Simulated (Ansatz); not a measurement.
# LaPb2 (I4/mmm) in Ansatz: convergence with k mesh

Aim: find how far k mesh must go before the results for LaPb2 settle, at PBE. This setting moves, with any that are tied to it; all else stays.

All numbers are computed with Ansatz 0.2.0; they aren't measurements. Logs are shortened: lines on timing, memory, paths and dates and some standing lists are left out, and cuts for length are marked.

## 1. The structure

It takes space group I4/mmm (No. 139, tetragonal). The conventional cell has a = 4.133 Å, b = 4.133 Å, c = 11.277 Å, α = 90.00°, β = 90.00°, γ = 90.00°. Pb (site symmetry 4mm) has 4 Pb at 3.26 Å and 5 La at 3.54 to 3.60 Å as nearest neighbours. La (site symmetry 4/mmm) has 10 Pb at 3.54 to 3.60 Å as nearest neighbours.

The cell comes from a database or a generator and needn't be the stable form of this composition.

## 2. With k mesh 3 × 3 × 3

File input.yaml:

```yaml
crystal:
  lattice:
    - [-2.066343, 2.066343, 5.63845]
    - [2.066343, -2.066343, 5.63845]
    - [2.066343, 2.066343, -5.63845]
  atoms:
    - { symbol: Pb, position: [0.6863945, 0.6863945, 0.0] }
    - { symbol: Pb, position: [0.3136055, 0.3136055, 0.0] }
    - { symbol: La, position: [0.0, 0.0, 0.0] }
hamiltonian:
  xc: pbe
  pseudopotentials: { kind: paw }
kpoints:
  mp_grid: { grid: [3, 3, 3] }
scf:
  occupations: { method: gaussian, width: 0.05 }
output:
  forces: true
  stress: true
  eigenvalues: true
```

Potentials or basis: Ansatz PAW.

Run with:

```sh
> ansatz run input.yaml --threads 2 --pin off --max-ram 5632MiB --backend cpu --events-out ev --progress --plain --runs-dir out
```

It took 5.3 s on 2 threads of Intel Xeon at 2.50GHz (Skylake/Cascade Lake), shared host; peak memory 0.36 GiB.

Results:

```
Free energy            : -30063.7700 eV
Pressure               : 0.4 GPa
Largest force          : 0.235 eV/Å
Band gap on the k mesh : none (metal or under the smearing width)
```

## 3. With k mesh 4 × 4 × 4

Changes to input.yaml since step 2:

```diff
@@ -13,3 +13,3 @@
 kpoints:
-  mp_grid: { grid: [3, 3, 3] }
+  mp_grid: { grid: [4, 4, 4] }
 scf:
```

Potentials or basis: Ansatz PAW.

Run with:

```sh
> ansatz run input.yaml --threads 2 --pin off --max-ram 5632MiB --backend cpu --events-out ev --progress --plain --runs-dir out
```

It took 6.7 s on 2 threads of Intel Xeon at 2.50GHz (Skylake/Cascade Lake), shared host; peak memory 0.4 GiB.

What came out:

```yaml
Free_energy: -30063.7488 eV
Pressure: 0.1 GPa
Largest_force: 0.106 eV/Å
Band_gap_on_the_k_mesh: none (metal or under the smearing width)
```

## 4. With k mesh 5 × 5 × 5

Changes to input.yaml since step 3:

```diff
@@ -13,3 +13,3 @@
 kpoints:
-  mp_grid: { grid: [4, 4, 4] }
+  mp_grid: { grid: [5, 5, 5] }
 scf:
```

Run with:

```sh
> ansatz run input.yaml --threads 2 --pin off --max-ram 5632MiB --backend cpu --events-out ev --progress --plain --runs-dir out
```

Wall time 8.4 s (2 threads of Intel Xeon at 2.50GHz (Skylake/Cascade Lake), shared host); peak memory 0.4 GiB.

Results:

```
Free energy            : -30063.7818 eV
Pressure               : 0.0 GPa
Largest force          : 0.120 eV/Å
Band gap on the k mesh : none (metal or under the smearing width)
```

## 5. With k mesh 7 × 7 × 7

Changes to input.yaml since step 4:

```diff
@@ -13,3 +13,3 @@
 kpoints:
-  mp_grid: { grid: [5, 5, 5] }
+  mp_grid: { grid: [7, 7, 7] }
 scf:
```

Run with:

```sh
> ansatz run input.yaml --threads 2 --pin off --max-ram 5632MiB --backend cpu --events-out ev --progress --plain --runs-dir out
```

Wall time 12 s (2 threads of Intel Xeon at 2.50GHz (Skylake/Cascade Lake), shared host); peak memory 0.43 GiB.

Results:

| Item | Value |
| --- | --- |
| Free energy | -30063.8439 eV |
| Pressure | 0.1 GPa |
| Largest force | 0.096 eV/Å |
| Band gap on the k mesh | none (metal or under the smearing width) |

## 6. With k mesh 8 × 8 × 8

Changes to input.yaml since step 5:

```diff
@@ -13,3 +13,3 @@
 kpoints:
-  mp_grid: { grid: [7, 7, 7] }
+  mp_grid: { grid: [8, 8, 8] }
 scf:
```

Potentials or basis: Ansatz PAW.

Run with:

```sh
> ansatz run input.yaml --threads 2 --pin off --max-ram 5632MiB --backend cpu --events-out ev --progress --plain --runs-dir out
```

Wall time 18 s (2 threads of Intel Xeon at 2.50GHz (Skylake/Cascade Lake), shared host); peak memory 0.46 GiB.

The run converged. Its results:

```yaml
Free_energy: -30063.8447 eV
Pressure: 0.0 GPa
Largest_force: 0.087 eV/Å
Band_gap_on_the_k_mesh: none (metal or under the smearing width)
```

## 7. With k mesh 10 × 10 × 10

Changes to input.yaml since step 6:

```diff
@@ -13,3 +13,3 @@
 kpoints:
-  mp_grid: { grid: [8, 8, 8] }
+  mp_grid: { grid: [10, 10, 10] }
 scf:
```

Run with:

```sh
> ansatz run input.yaml --threads 2 --pin off --max-ram 5632MiB --backend cpu --events-out ev --progress --plain --runs-dir out
```

It took 22 s on 2 threads of Intel Xeon at 2.50GHz (Skylake/Cascade Lake), shared host; peak memory 0.51 GiB.

It converged, with:

```
Free energy            : -30063.8458 eV
Pressure               : 0.1 GPa
Largest force          : 0.074 eV/Å
Band gap on the k mesh : none (metal or under the smearing width)
```

## 8. With k mesh 12 × 12 × 12

Changes to input.yaml since step 7:

```diff
@@ -13,3 +13,3 @@
 kpoints:
-  mp_grid: { grid: [10, 10, 10] }
+  mp_grid: { grid: [12, 12, 12] }
 scf:
```

Run with:

```sh
> ansatz run input.yaml --threads 2 --pin off --max-ram 5632MiB --backend cpu --events-out ev --progress --plain --runs-dir out
```

Wall time 35 s (2 threads of Intel Xeon at 2.50GHz (Skylake/Cascade Lake), shared host); peak memory 0.6 GiB.

It converged, with:

```
Free energy            : -30063.8466 eV
Pressure               : 0.1 GPa
Largest force          : 0.090 eV/Å
Band gap on the k mesh : none (metal or under the smearing width)
```

## 9. With k mesh 15 × 15 × 15

Changes to input.yaml since step 8:

```diff
@@ -13,3 +13,3 @@
 kpoints:
-  mp_grid: { grid: [12, 12, 12] }
+  mp_grid: { grid: [15, 15, 15] }
 scf:
```

Potentials or basis: Ansatz PAW.

Run with:

```sh
> ansatz run input.yaml --threads 2 --pin off --max-ram 5632MiB --backend cpu --events-out ev --progress --plain --runs-dir out
```

Log:

```text
Warning: RAYON_NUM_THREADS=2 ignored (pool sized by the plan → 2); use --threads N
basis.fft_grid_basis auto: the FFT boxes are laid along the combinations [[1, 0, 1], [0, 1, 1], [0, 0, 1]] of the cell's own vectors, 4.133, 4.133 and 6.351 Å long. The dense box has 30×30×45 points. Along the cell's own vectors, as sized, it would have 45×45×45, 2.25 times as many. Of the 16 symmetry operations that the crystal satisfies within crystal.symmetry.tolerance (time reversal apart; of a slab, those that keep its plane) the dense box along the cell's own vectors carries 16, and the one as laid loses 12 of those. basis.fft_grid_basis: typed keeps the cell's own vectors: state it where this run's energies or levels are differenced outside the engine with another run's, or held beside a run that keeps those vectors.
Engine: ansatz 0.2.0, x86_64-unknown-linux-gnu
Pseudopotentials: kind: paw
Pseudopotential: Pb, paw, valence charge 14, recommended cutoff 420 eV (normal), Pb.paw.azcp
Pseudopotential: La, paw, valence charge 11, recommended cutoff 420 eV (normal), La.paw.azcp
Functional definition: PBE
  parameter kappa = 0.804
  parameter beta = 0.06672455060314922
  exchange = pbe_x(kappa = kappa, mu = beta*pi^2/3)
  correlation = pbe_c(beta = beta)
Crystal: 3 atoms, lattice volume = 96.300 Å³
Basis set: ecut = 420 eV, 1879 PW (Γ), FFT grids on a1+a3, a2+a3, a3, exchange–correlation on 60×60×90 points (8 copies of the dense FFT grid, shifted against one another)
Bands: 24, of which v1, the nominal top of the filled ones, is band 20 counted from 1 (19 counted from 0)
Symmetry: 16 space group operations
Space group: I4/mmm (ITA 139), of the structure as read, at distance tolerance 4.6e-5 Å
k-points: 288 of 3375
Non-local potential: Pb, projectors of the file, l = 0: 2, l = 1: 2, l = 2: 2, l = 3: 2
Non-local potential: La, projectors of the file, l = 0: 3, l = 1: 2, l = 2: 2, l = 3: 3
PAW form: soft (Blöchl's): semilocal exchange-correlation on the pseudo side does not see the compensation charge
PAW one-centre angular grid: Pb, 590 points (default); XC on 64 Gauss nodes
PAW one-centre angular grid: La, 590 points (default); XC on 64 Gauss nodes
Initial density: superposition of atomic densities (neutral atoms: chi_scale 0, normalization atom), corrected by the library's trained network
Initial wavefunctions: pseudopotential atomic-orbital guess
Functional: x = pbe(κ = 0.804, μ = 0.2195149727645171), c = pbe(β = 0.06672455060314922)
SCF iter   1: F=—  HF=-30063.849719 eV  |F-HF|=—  |Δ(HF+E_count)|=         —  Δρ=2.25e-3  dr2=1.72e-2  ethr=1.77e-3  ⟨swp⟩=6.0  Hψ=31235  notcnv=0
preconditioner: auto → Kerker (q_TF=auto, 2.347 Å⁻¹)  [metal: Δε(μ)=0.008 eV  Ē_g=13.978 eV  σ=0.050 eV  W_gap=0.09  n_scr=24 (ndim 8)  ℏωp=23.0 eV  f_vac=0.000  D(μ)=2.57/eV (n_scr^D=14)]
SCF iter   2: F=—  HF=-30063.849238 eV  |F-HF|=—  |Δ(HF+E_count)|=   4.81e-4  Δρ=1.25e-3  dr2=4.60e-3  ethr=4.41e-5  ⟨swp⟩=2.1  Hψ=13088  notcnv=0  defer=65
SCF iter   3: F=—  HF=-30063.848892 eV  |F-HF|=—  |Δ(HF+E_count)|=   3.47e-4  Δρ=3.17e-4  dr2=1.42e-4  ethr=1.18e-5  ⟨swp⟩=2.0  Hψ=9236  notcnv=0  defer=65
SCF iter   4: F=—  HF=-30063.848907 eV  |F-HF|=—  |Δ(HF+E_count)|=   1.50e-5  Δρ=8.46e-5  dr2=7.34e-6  ethr=3.64e-7  ⟨swp⟩=2.1  Hψ=10621  notcnv=0  defer=65
SCF iter   5: F=—  HF=-30063.848896 eV  |F-HF|=—  |Δ(HF+E_count)|=   1.08e-5  Δρ=2.42e-5  dr2=7.04e-7  ethr=1.88e-8  ⟨swp⟩=2.5  Hψ=11453  notcnv=0  defer=65
SCF iter   6: F=-30063.848896 eV  HF=-30063.848896 eV  |F-HF|=4.56e-9  |Δ(HF+E_count)|=   1.46e-7  Δρ=5.75e-6  dr2=4.45e-8  ethr=2.56e-10  ⟨swp⟩=8.1  Hψ=35965  notcnv=0
SCF 1 converged in 6 iterations: F = -30063.848896 eV  dr2 = 4.45e-8
SCF converged after 6 iterations
Free energy (F): -30063.848896 eV
Harris-Foulkes:  -30063.848896 eV  (|F-HF|=4.56e-9)
Internal energy: -30063.845668 eV  (E = F + TS)
E sigma→0 (E₀):  -30063.847282 eV
Entropy (-TS):   -0.003228 eV (-1.076 meV/atom)
Fermi energy:    11.083447 eV
--- Per-component energies (eV) ---
  E_band       = -110.003793
  E_kinetic    = 772.082706
  E_local      = -2517.686109  (includes V_loc(G=0)·N_el)
  E_nonlocal   = 794.455364
  E_hartree    = 996.503041
  E_xc         = -579.504600
  E_vxc        = -411.173675  (∫ρ·V_xc dr)
  E_paw        = -26231.981145  (= ΣΔE_a)
  E_vpaw       = -740.693572  (= ΣTr[D̂ρ^β])
  E_aug_tail   = 0.000097  (compensation charges beyond the density's cutoff)
  E_ewald      = -3297.715021
  E_smearing   = -0.003228  (= −TS)
  E_closure    = 0.000000  (closes the sum)
  Σ components = -30063.848896   (vs F -30063.848896, Δ=0.00e0)
--- Forces (eV/Å), atoms counted from 1 ---
  atom   1  Pb    -0.00000000    -0.00000000    -0.08274283
  atom   2  Pb     0.00000000    -0.00000000     0.08274283
  atom   3  La     0.00000000    -0.00000000     0.00000000
  max |Σ_I F_I| component: 2.78e-17 eV/Å
--- Stress (GPa, compression-positive) ---
       -0.338372      -0.000000      -0.000000
       -0.000000      -0.338372       0.000000
       -0.000000       0.000000       0.907446
  P = ⅓ Tr σ = 0.0769 GPa (0.769 kbar)
--- Band table (eV; the first three rows and the last of 288) ---
  k-point 0: bands = ["-22.0604", "-5.9341", "-5.7522", "-5.7522", "-5.7377", "-5.6970", "-5.5592", "-5.5592", "-5.4511", "-5.4233", "-5.3486", "-5.3192", "-5.2769", "-5.2769", "0.4648", "5.0026", "8.4851", "10.3829", "10.3829", "10.9042", "12.1470", "12.3818", "12.4468", "12.4468"]
  k-point 1: bands = ["-22.0587", "-5.9360", "-5.8095", "-5.7662", "-5.6896", "-5.6716", "-5.5587", "-5.5574", "-5.4588", "-5.4231", "-5.3500", "-5.3146", "-5.2966", "-5.2774", "0.5513", "4.9089", "8.5825", "10.1638", "10.4338", "10.9579", "12.1880", "12.3685", "12.4321", "12.4583"]
  k-point 2: bands = ["-22.0537", "-5.9360", "-5.8514", "-5.8040", "-5.6693", "-5.6102", "-5.5629", "-5.5565", "-5.4869", "-5.4244", "-5.3605", "-5.3385", "-5.2906", "-5.2781", "0.8052", "4.6761", "8.8338", "9.6500", "10.4451", "11.1142", "11.9711", "12.3750", "12.4898", "12.5198"]
  k-point 287: bands = ["-22.0591", "-5.8360", "-5.7378", "-5.7346", "-5.7217", "-5.6948", "-5.5597", "-5.4707", "-5.4555", "-5.4430", "-5.4197", "-5.4194", "-5.3987", "-5.3040", "1.0389", "3.9924", "9.6695", "10.8064", "10.9765", "11.4552", "11.6611", "12.0054", "12.3926", "12.5237"]
```

Run time: 63 s. Hardware: 2 threads of Intel Xeon at 2.50GHz (Skylake/Cascade Lake), shared host; peak memory 0.77 GiB.

Results:

```
Free energy            : -30063.8489 eV
Pressure               : 0.1 GPa
Largest force          : 0.083 eV/Å
Band gap on the k mesh : none (metal or under the smearing width)
```

## 10. The series at a glance

| k mesh | energy less the tightest run, at zero smearing (meV/atom) | pressure (GPa) | largest force (eV/Å) | SCF cycles | CPU time (s) | peak memory (GiB) |
| --- | --- | --- | --- | --- | --- | --- |
| 3 × 3 × 3 | 26.12 | 0.38 | 0.235 | 6 | 3.5 | 0.36 |
| 4 × 4 × 4 | 33.84 | 0.13 | 0.106 | 6 | 5.1 | 0.4 |
| 5 × 5 × 5 | 23.20 | -0.01 | 0.120 | 6 | 6.3 | 0.4 |
| 7 × 7 × 7 | 1.79 | 0.10 | 0.096 | 6 | 11 | 0.43 |
| 8 × 8 × 8 | 1.46 | 0.05 | 0.087 | 6 | 17 | 0.46 |
| 10 × 10 × 10 | 1.11 | 0.09 | 0.074 | 6 | 28 | 0.51 |
| 12 × 12 × 12 | 0.86 | 0.06 | 0.090 | 6 | 42 | 0.6 |
| 15 × 15 × 15 | 0.00 | 0.08 | 0.083 | 6 | 77 | 0.77 |

Against the tightest run, the energy stays within 1 meV/atom from 12 × 12 × 12 on; the pressure stays within 0.1 GPa from 4 × 4 × 4 on. Not settled before the last step: the largest force (to 0.005 eV/Å). Meshes of other sizes hit other points, so gaps and Fermi surfaces needn't settle smoothly. The tightest run that finished is the yardstick and may itself not be fully converged.
